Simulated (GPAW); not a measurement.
# SiSbH5O (SMILES [SiH3][O][SbH2]): RPBE/dzp (scalar-relativistic datasets)

Wanted: energy and one-electron properties of SiSbH5O. The job is set up through an ASE script.

The calculation is run with GPAW 26.7.0.

3 further runs of the same task are left out: 3 set aside as unsound or not needed. Runs told in other sessions of the task aren't counted.

## (1) The molecule

The species is SiSbH5O (8 atoms), meant as a singlet with charge 0. SMILES: `[SiH3][O][SbH2]`. Geometry: a GFN2-xTB relaxation, a rough one for these elements and not checked as a minimum. This is one conformer, not always the lowest.

Bond lengths: Si1–O2 1.615 Å, O2–Sb3 1.969 Å, Si1–H4 1.465 Å, Si1–H5 1.466 Å, Si1–H6 1.456 Å, Sb3–H7 1.698 Å, Sb3–H8 1.707 Å. Angles: Si1–O2–Sb3 135.0°, O2–Si1–H4 110.9°, O2–Si1–H5 109.8°, O2–Si1–H6 101.1°, O2–Sb3–H7 88.3°, O2–Sb3–H8 91.7°, H4–Si1–H5 108.5°, H4–Si1–H6 113.2°, H5–Si1–H6 113.2°, H7–Sb3–H8 88.0°.

## (2) Energy and one-electron properties at RPBE/dzp (scalar-relativistic datasets)

Contents of h5osbsi.xyz:

```xyz
8

Si    -0.835520     1.005590    -0.399580
O      0.470650     0.274670     0.206880
Sb     1.416340    -1.413270    -0.157360
H     -1.997390     0.113810    -0.363480
H     -0.586790     1.389760    -1.792770
H     -0.960040     2.146170     0.496810
H      2.246610    -1.205140     1.308580
H      0.246140    -2.311600     0.700920
```

Contents of run.py:

```python
import numpy as np
from ase.io import read
from ase.units import Debye
from gpaw import GPAW

atoms = read('h5osbsi.xyz')
atoms.center(vacuum=4.5)

calc = GPAW(mode='lcao', basis='dzp', h=0.2, xc='RPBE', maxiter=100, txt='-')
atoms.calc = calc

energy = atoms.get_potential_energy()
print(f'Energy: {energy:.5f} eV')
forces = atoms.get_forces()
print('Forces (eV/Ang)')
for symbol, f in zip(atoms.symbols, forces):
    print(f'{symbol:2} {f[0]:9.4f} {f[1]:9.4f} {f[2]:9.4f}')
dipole = atoms.get_dipole_moment() / Debye
print(f'Dipole: {np.linalg.norm(dipole):.3f} D')
homo, lumo = calc.get_homo_lumo()
print(f'HOMO = {homo:.3f} eV')
print(f'LUMO: {lumo:.3f} eV')
print(f'Gap: {lumo - homo:.3f} eV')
```

On the command line:

```sh
python3 -u run.py | tee run.out
```

Q: Predict the results. Wanted: energy as printed; dipole moment; HOMO energy; LUMO energy; HOMO–LUMO gap.

Computed results:

Level: RPBE/dzp (scalar-relativistic datasets).

| quantity | value |
| --- | --- |
| energy as printed (from the program's reference atoms) | -30.3358 eV |
| dipole moment | 1.86 D |
| HOMO energy | -5.96 eV |
| LUMO energy | -1.73 eV |
| HOMO–LUMO gap | 4.23 eV |
